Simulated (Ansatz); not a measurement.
# CH5BO2Si: two geometries relaxed

Are the two ends of the rotation by 120° about the O1–Si2 bond separate minima, and which lies lower? Each is relaxed from a guess. SMILES of the start: O[SiH]1BCO1.

Method: RKS PBE0-D4/6-31G*, in Ansatz 0.2.0.

### Step 1. The structure to begin with

Bond lengths: O1–Si2 1.659 Å, Si2–B3 1.883 Å, B3–C4 1.691 Å, Si2–O5 1.699 Å, C4–O5 1.435 Å, O1–H6 1.054 Å, Si2–H7 1.465 Å, B3–H8 1.163 Å, C4–H9 1.033 Å, C4–H10 1.134 Å. Angles (14 of 17 angles, heavy atoms first): O1–Si2–B3 110.4°, O1–Si2–O5 111.8°, B3–Si2–O5 82.6°, Si2–B3–C4 82.2°, B3–C4–O5 98.2°, Si2–O5–C4 97.0°, O1–Si2–H7 117.6°, B3–Si2–H7 116.8°, O5–Si2–H7 112.6°, Si2–O1–H6 105.9°, Si2–B3–H8 143.9°, C4–B3–H8 133.8°, B3–C4–H9 112.8°, B3–C4–H10 107.1°.

Structure file:

```xyz
10

O    -2.0634    0.6238   -0.2084
Si   -0.6255   -0.0007   -0.7501
B     0.1486   -1.1017    0.5670
C     1.2859    0.1493    0.6153
O     0.6864    1.0082   -0.3658
H    -2.2879    1.4291   -0.8502
H    -0.5746   -0.4878   -2.1308
H     0.0562   -2.1267    1.1079
H     2.2397   -0.1678    0.3750
H     1.2178    0.6231    1.6431
```

### Step 2. Relaxing end A

Input file input.yaml:

```yaml
crystal:
  periodic: [false, false, false]
  atoms:
    - { symbol: O, position_ang: [-2.0634, 0.6238, -0.2084] }
    - { symbol: Si, position_ang: [-0.6255, -0.0007, -0.7501] }
    - { symbol: B, position_ang: [0.1486, -1.1017, 0.567] }
    - { symbol: C, position_ang: [1.2859, 0.1493, 0.6153] }
    - { symbol: O, position_ang: [0.6864, 1.0082, -0.3658] }
    - { symbol: H, position_ang: [-2.2879, 1.4291, -0.8502] }
    - { symbol: H, position_ang: [-0.5746, -0.4878, -2.1308] }
    - { symbol: H, position_ang: [0.0562, -2.1267, 1.1079] }
    - { symbol: H, position_ang: [2.2397, -0.1678, 0.375] }
    - { symbol: H, position_ang: [1.2178, 0.6231, 1.6431] }
basis:
  gaussian: { orbitals: "6-31G*" }
hamiltonian:
  xc: pbe0
  dispersion: d4
relax:
  f_tol: 0.015
  max_steps: 40
output:
  orbitals: {}
```

Command:

```bash
$ ansatz run input.yaml --threads 1 --pin off --max-ram 2048MiB --backend cpu --events-out ev --progress --plain --runs-dir out
```

Output (excerpt; [...] marks lines left out):

```text
Warning: RAYON_NUM_THREADS=1 ignored (pool sized by the plan → 1); use --threads N
[...]
Functional definition: PBE0
[...]
950 factors; integrals over basis functions are off by at most 4.4e-4 eV
[...]
mean field -13755.34404590 eV, -505.4995699796 hartree, gradient 5.0e-5 eV, S^2 0.000000; 0 other end points of the search recorded, 0 dependent functions left out
[...]
reference -13755.34407045 eV, -505.4995708819 hartree; 23, 23 occupied and 66, 66 virtual orbitals, 950 factors
relax step   1: F+E_penalty+E_count = -13755.51440148 eV  Δ(F+E_penalty+E_count) = +0.000e0 eV  max|allowed force component| = 4.166e0 eV/Å  Δτ_max = 0.0000 Å  (26 SCF iters, accepted)
[...]
relax step   3: F+E_penalty+E_count = -13756.22431555 eV  Δ(F+E_penalty+E_count) = -1.051e-1 eV  max|allowed force component| = 4.324e-1 eV/Å  Δτ_max = 0.0861 Å  (30 SCF iters, accepted)
[...]
relax step   5: F+E_penalty+E_count = -13756.23934015 eV  Δ(F+E_penalty+E_count) = -5.873e-3 eV  max|allowed force component| = 6.655e-2 eV/Å  Δτ_max = 0.0694 Å  (30 SCF iters, accepted)
[...]
relax step   7: F+E_penalty+E_count = -13756.24074842 eV  Δ(F+E_penalty+E_count) = -5.082e-4 eV  max|allowed force component| = 3.372e-2 eV/Å  Δτ_max = 0.0314 Å  (30 SCF iters, accepted)
[...]
relax step   9: F+E_penalty+E_count = -13756.24110705 eV  Δ(F+E_penalty+E_count) = -3.586e-4 eV  max|allowed force component| = 1.537e-2 eV/Å  Δτ_max = 0.0127 Å  (31 SCF iters, accepted)
[...]
relax step  11: F+E_penalty+E_count = -13756.24121445 eV  Δ(F+E_penalty+E_count) = -3.384e-5 eV  max|allowed force component| = 1.195e-2 eV/Å  Δτ_max = 0.0053 Å  (25 SCF iters, accepted)
950 factors; integrals over basis functions are off by at most 6.1e-4 eV
[...]
mean field -13756.07364591 eV, -505.5263822855 hartree, gradient 1.1e-5 eV, S^2 0.000000; 1 other end points of the search recorded, 0 dependent functions left out
[...]
reference -13756.07367032 eV, -505.5263831827 hartree; 23, 23 occupied and 66, 66 virtual orbitals, 950 factors
Total energy: -13756.24123886 eV, -505.5325412130 hartree
Atom 0 at    -2.081426     0.720539    -0.316776 Å, force    -0.004353     0.008815    -0.011954 eV/Å
Atom 1 at    -0.641343     0.029057    -0.764075 Å, force    -0.005408     0.000791     0.005045 eV/Å
Atom 2 at     0.215220    -1.129878     0.640193 Å, force     0.003980     0.000739    -0.001147 eV/Å
Atom 3 at     1.246516     0.066368     0.663337 Å, force     0.000351    -0.003410    -0.001183 eV/Å
Atom 4 at     0.742363     0.926541    -0.397487 Å, force    -0.000872     0.001054    -0.000591 eV/Å
Atom 5 at    -2.460980     1.363983    -0.927446 Å, force     0.006166    -0.008991     0.008167 eV/Å
Atom 6 at    -0.694288    -0.258969    -2.230397 Å, force     0.000747    -0.000012    -0.000350 eV/Å
Atom 7 at     0.202075    -2.146823     1.262520 Å, force    -0.000595     0.000428     0.000534 eV/Å
Atom 8 at     2.285590    -0.230836     0.450421 Å, force    -0.000685     0.000672    -0.000330 eV/Å
Atom 9 at     1.269474     0.608819     1.622710 Å, force     0.000670    -0.000085     0.001810 eV/Å
Dipole moment:    -0.018016    -0.104069    -0.033976 e Å
```

Run time: 29 s. Hardware: 1 thread of AMD EPYC 9R45 (Zen 5), shared host; peak memory 0.19 GiB.

Step by step:

```csv
step,energy from step 1 (eV),largest force component (eV/Å)
1,0.0000,4.1657
2,-0.6048,1.2607
3,-0.7099,0.4324
4,-0.7191,0.2072
5,-0.7249,0.0666
6,-0.7258,0.0436
7,-0.7263,0.0337
8x,-0.7261,0.0737
9,-0.7267,0.0154
10,-0.7268,0.0225
11,-0.7268,0.0120
```

Step 1 is the start. 1 step was tried and not accepted (marked x).

After: Bond lengths: O1–Si2 1.659 Å, Si2–B3 2.012 Å, B3–C4 1.580 Å, Si2–O5 1.690 Å, C4–O5 1.456 Å, O1–H6 0.965 Å, Si2–H7 1.495 Å, B3–H8 1.192 Å, C4–H9 1.102 Å, C4–H10 1.102 Å. Angles (14 of 17 angles, heavy atoms first): O1–Si2–B3 114.9°, O1–Si2–O5 115.5°, B3–Si2–O5 78.8°, Si2–B3–C4 81.5°, B3–C4–O5 102.2°, Si2–O5–C4 97.3°, O1–Si2–H7 108.3°, B3–Si2–H7 126.1°, O5–Si2–H7 110.1°, Si2–O1–H6 116.7°, Si2–B3–H8 148.3°, C4–B3–H8 130.2°, B3–C4–H9 114.1°, B3–C4–H10 113.5°.

### Step 3. End point B

The second end starts from a geometry with the move made by hand.

Input file input.yaml:

```yaml
crystal:
  periodic: [false, false, false]
  atoms:
    - { symbol: O, position_ang: [-2.0634, 0.6238, -0.2084] }
    - { symbol: Si, position_ang: [-0.6255, -0.0007, -0.7501] }
    - { symbol: B, position_ang: [-0.90106, -1.0282, -2.30396] }
    - { symbol: C, position_ang: [-0.48252, -2.29356, -1.26257] }
    - { symbol: O, position_ang: [-0.29963, -1.52164, -0.06659] }
    - { symbol: H, position_ang: [-2.2879, 1.4291, -0.8502] }
    - { symbol: H, position_ang: [0.54376, 0.88188, -0.74124] }
    - { symbol: H, position_ang: [-1.15317, -0.96862, -3.43738] }
    - { symbol: H, position_ang: [0.36183, -2.80313, -1.57151] }
    - { symbol: H, position_ang: [-1.39487, -2.95917, -1.16219] }
basis:
  gaussian: { orbitals: "6-31G*" }
hamiltonian:
  xc: pbe0
  dispersion: d4
relax:
  f_tol: 0.015
  max_steps: 40
```

Command:

```bash
$ ansatz run input.yaml --threads 1 --pin off --max-ram 2048MiB --backend cpu --events-out ev --progress --plain --runs-dir out
```

Output (excerpt; [...] marks lines left out):

```text
Warning: RAYON_NUM_THREADS=1 ignored (pool sized by the plan → 1); use --threads N
[...]
[... 1 set-up line as earlier in the session ...]
[...]
950 factors; integrals over basis functions are off by at most 4.6e-4 eV
[...]
mean field -13755.23433430 eV, -505.4955381529 hartree, gradient 3.8e-5 eV, S^2 0.000000; 0 other end points of the search recorded, 0 dependent functions left out
[...]
reference -13755.23435889 eV, -505.4955390565 hartree; 23, 23 occupied and 66, 66 virtual orbitals, 950 factors
relax step   1: F+E_penalty+E_count = -13755.40492863 eV  Δ(F+E_penalty+E_count) = +0.000e0 eV  max|allowed force component| = 3.974e0 eV/Å  Δτ_max = 0.0000 Å  (27 SCF iters, accepted)
[...]
relax step   4: F+E_penalty+E_count = -13756.14658615 eV  Δ(F+E_penalty+E_count) = -1.227e-2 eV  max|allowed force component| = 2.562e-1 eV/Å  Δτ_max = 0.0437 Å  (30 SCF iters, accepted)
[...]
relax step   7: F+E_penalty+E_count = -13756.17854785 eV  Δ(F+E_penalty+E_count) = -1.192e-2 eV  max|allowed force component| = 1.707e-1 eV/Å  Δτ_max = 0.0910 Å  (30 SCF iters, accepted)
[...]
relax step  10: F+E_penalty+E_count = -13756.13628608 eV  Δ(F+E_penalty+E_count) = +6.157e-2 eV  max|allowed force component| = 2.339e0 eV/Å  Δτ_max = 0.1754 Å  (30 SCF iters, rejected (line search))
[...]
relax step  12: F+E_penalty+E_count = -13756.22050018 eV  Δ(F+E_penalty+E_count) = -9.610e-3 eV  max|allowed force component| = 2.905e-1 eV/Å  Δτ_max = 0.1000 Å  (30 SCF iters, accepted)
[...]
relax step  13: F+E_penalty+E_count = -13756.21023319 eV  Δ(F+E_penalty+E_count) = +1.027e-2 eV  max|allowed force component| = 1.097e0 eV/Å  Δτ_max = 0.1089 Å  (29 SCF iters, rejected (line search))
[...]
```

### Step 4. The output, continued: end point B relaxed

Output, continued (excerpt; [...] marks lines left out):

```text
950 factors; integrals over basis functions are off by at most 4.7e-4 eV
mean field -13756.05814984 eV, -505.5258128157 hartree, gradient 8.0e-6 eV, S^2 0.000000; 0 other end points of the search recorded, 0 dependent functions left out
[...]
reference -13756.05817402 eV, -505.5258137041 hartree; 23, 23 occupied and 66, 66 virtual orbitals, 950 factors
relax step  14: F+E_penalty+E_count = -13756.22525144 eV  Δ(F+E_penalty+E_count) = -4.751e-3 eV  max|allowed force component| = 1.916e-1 eV/Å  Δτ_max = 0.0545 Å  (29 SCF iters, accepted)
[...]
relax step  20: F+E_penalty+E_count = -13756.24068739 eV  Δ(F+E_penalty+E_count) = +3.960e-4 eV  max|allowed force component| = 4.842e-2 eV/Å  Δτ_max = 0.0061 Å  (25 SCF iters, rejected (line search))
[...]
Atom 0 at    -2.132551     0.847568    -0.592881 Å, force     0.007722    -0.003869    -0.000809 eV/Å
Atom 1 at    -0.705680     0.094705    -0.978654 Å, force    -0.004624    -0.000660     0.002442 eV/Å
Atom 2 at    -0.806475    -1.224673    -2.494604 Å, force    -0.000130     0.000970    -0.004662 eV/Å
Atom 3 at    -0.556428    -2.243900    -1.314633 Å, force     0.004446    -0.004072     0.001095 eV/Å
Atom 4 at    -0.406222    -1.358048    -0.169354 Å, force     0.003486     0.002729    -0.001940 eV/Å
Atom 5 at    -2.124661     1.410983     0.190013 Å, force    -0.004323     0.001746     0.001123 eV/Å
Atom 6 at     0.412096     1.058324    -0.737406 Å, force     0.000462     0.002954     0.000708 eV/Å
Atom 7 at    -0.939693    -1.418200    -3.663596 Å, force     0.000664    -0.000110     0.001074 eV/Å
Atom 8 at     0.347654    -2.860925    -1.440300 Å, force    -0.004229     0.000616     0.000487 eV/Å
Atom 9 at    -1.390500    -2.946074    -1.152727 Å, force    -0.003475    -0.000303     0.000481 eV/Å
Dipole moment:     0.054742     0.054054    -0.089751 e Å
```

Wall time 52 s (1 thread of AMD EPYC 9R45 (Zen 5), shared host); peak memory 0.19 GiB.

Relaxation path:

| step | energy from step 1 (eV) | largest force component (eV/Å) |
| --- | --- | --- |
| 1 | 0.0000 | 3.9738 |
| 2 | -0.6131 | 1.1687 |
| 3 | -0.7294 | 0.3973 |
| 4 | -0.7417 | 0.2562 |
| 5 | -0.7617 | 0.3039 |
| 6x | -0.7572 | 0.5191 |
| 7 | -0.7736 | 0.1707 |
| 8 | -0.7837 | 0.2272 |
| 9 | -0.7929 | 0.1960 |
| 10x | -0.7314 | 2.3386 |
| 11 | -0.8060 | 0.1548 |
| 12 | -0.8156 | 0.2905 |
| 13x | -0.8053 | 1.0974 |
| 14 | -0.8203 | 0.1916 |
| 15 | -0.8270 | 0.2301 |
| 16 | -0.8321 | 0.1454 |
| 17 | -0.8345 | 0.1199 |
| 18 | -0.8352 | 0.1896 |
| 19 | -0.8362 | 0.0279 |
| 20x | -0.8358 | 0.0484 |
| 21 | -0.8362 | 0.0077 |

Step 1 is the start. 4 steps were tried and not accepted (marked x).

After: Bond lengths: O1–Si2 1.659 Å, Si2–B3 2.012 Å, B3–C4 1.579 Å, Si2–O5 1.690 Å, C4–O5 1.456 Å, O1–H6 0.965 Å, Si2–H7 1.495 Å, B3–H8 1.192 Å, C4–H9 1.102 Å, C4–H10 1.102 Å. Angles (14 of 17 angles, heavy atoms first): O1–Si2–B3 115.4°, O1–Si2–O5 115.5°, B3–Si2–O5 78.8°, Si2–B3–C4 81.5°, B3–C4–O5 102.2°, Si2–O5–C4 97.4°, O1–Si2–H7 108.2°, B3–Si2–H7 125.6°, O5–Si2–H7 110.1°, Si2–O1–H6 116.5°, Si2–B3–H8 148.3°, C4–B3–H8 130.2°, B3–C4–H9 114.0°, B3–C4–H10 113.6°.

### Step 5. Results

| quantity | value |
| --- | --- |
| end A | 9 moves, 0.727 eV lower |
| end B | 16 moves, 0.836 eV lower |
| largest difference between the ends | 0.02 Å |
| end B relative to end A | +0.000 eV |

In words: Both starts fell into the same minimum (no atom differs by more than 0.02 Å), so from this start no second minimum was found and no band was run; another arrangement could still be one.
